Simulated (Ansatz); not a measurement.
**FH3NOSi: rigid scan of one bond length, by script**

A script is to give a rigid scan of one bond length; the system is FH3NOSi.

All numbers are computed with Ansatz 0.2.0 through its Python package. Level of theory: r2SCAN/def2-SVP.

## (1) The system

Bond lengths: N1–Si2 1.722 Å, Si2–O3 1.696 Å, Si2–F4 1.649 Å, N1–H5 1.090 Å, N1–H6 1.070 Å, Si2–H7 1.495 Å. Angles: N1–Si2–O3 108.5°, N1–Si2–F4 112.0°, N1–Si2–H7 109.8°, O3–Si2–F4 109.2°, O3–Si2–H7 109.5°, F4–Si2–H7 107.8°, Si2–N1–H5 108.9°, Si2–N1–H6 111.2°, H5–N1–H6 103.6°.

The script holds or builds the structure itself.

## (2) The code

Contents of fh3nosi_scan.py:

```python
"""Potential curve of FH3NOSi along one bond."""

import ansatz as az
import numpy as np


def main() -> None:
    molecule = (
        az.Crystal.molecule()
        .atom("N", (-0.8401, 0.7254, 0.0521))
        .atom("Si", (0.3357, -0.5331, 0.0698))
        .atom("O", (0.7188, -0.8887, 1.6831))
        .atom("F", (-0.2113, -1.9, -0.6728))
        .atom("H", (-1.0694, 0.9807, -0.9824))
        .atom("H", (-0.4402, 1.6334, 0.4534))
        .atom("H", (1.5677, -0.0857, -0.649))
    )

    symbols = [site.symbol for site in molecule.cartesian_sites]
    start = np.array([site.position_ang for site in molecule.cartesian_sites])
    axis = (start[6] - start[1]) / np.linalg.norm(start[6] - start[1])
    moving = [6]
    lengths, energies = [1.27, 1.38, 1.49, 1.64, 1.87, 2.24, 2.69, 3.29], []
    for length in lengths:
        xyz = start.copy()
        xyz[moving] += (length - np.linalg.norm(start[6] - start[1])) * axis
        point = az.Crystal.molecule()
        for symbol, place in zip(symbols, xyz):
            point = point.atom(symbol, place.tolist())
        job = (
            point.calculation()
            .basis(gaussian="def2-SVP")
            .functional("r2SCAN")
            .spin("collinear", total=1)
        )
        rep = job.run(threads=1).report
        energies.append(rep["free_energy_ev"])
        print(f"r = {length:6.3f} A  E = {energies[-1]:.5f} eV  <S^2> = {abs(rep['mean_field']['state']['spin_squared']):.3f}")

    print("energy above the lowest point (eV):", [round(e - min(energies), 3) for e in energies])


if __name__ == "__main__":
    main()
```

## (3) The input behind the calls

The engine receives this input (first run):

```yaml
crystal:
  periodic: [false, false, false]
  atoms:
    - { symbol: "N", position_ang: [-0.8401, 0.7254, 0.0521] }
    - { symbol: Si, position_ang: [0.3357, -0.5331, 0.0698] }
    - { symbol: O, position_ang: [0.7188, -0.8887, 1.6831] }
    - { symbol: F, position_ang: [-0.2113, -1.9, -0.6728] }
    - { symbol: H, position_ang: [-1.0694, 0.9807, -0.9824] }
    - { symbol: H, position_ang: [-0.4402, 1.6334, 0.4534] }
    - { symbol: H, position_ang: [1.382366424869479, -0.15300376746217137, -0.5408686900943032] }
basis:
  gaussian:
    orbitals: def2-SVP
hamiltonian:
  xc: r2scan
magnetization:
  spin_polarized: true
  initial_magnetization: 1.0
```

## (4) Running it

On the command line:

```console
$ python fh3nosi_scan.py
```

Without the output at hand: what should come out? Wanted: range of energy; lowest point, distance.

The runs gave:

```
                  quantity     value
             runs compared         8
           range of energy  2.869 eV
lowest point, distance (Å)      1.49
```

**Reading.** The curve has its lowest point inside the range, at 1.49. The ends stand 0.606 and 2.87 eV above it. The distance scanned is the script's pair 1, 6. Reading the output:
- The rest of the molecule is held rigid at a force-field or estimated start geometry, and the basis set is modest; single-reference methods fail as a bond breaks.
- The run takes the species as open-shell (spin multiplicity 2), which needn't be its ground state.
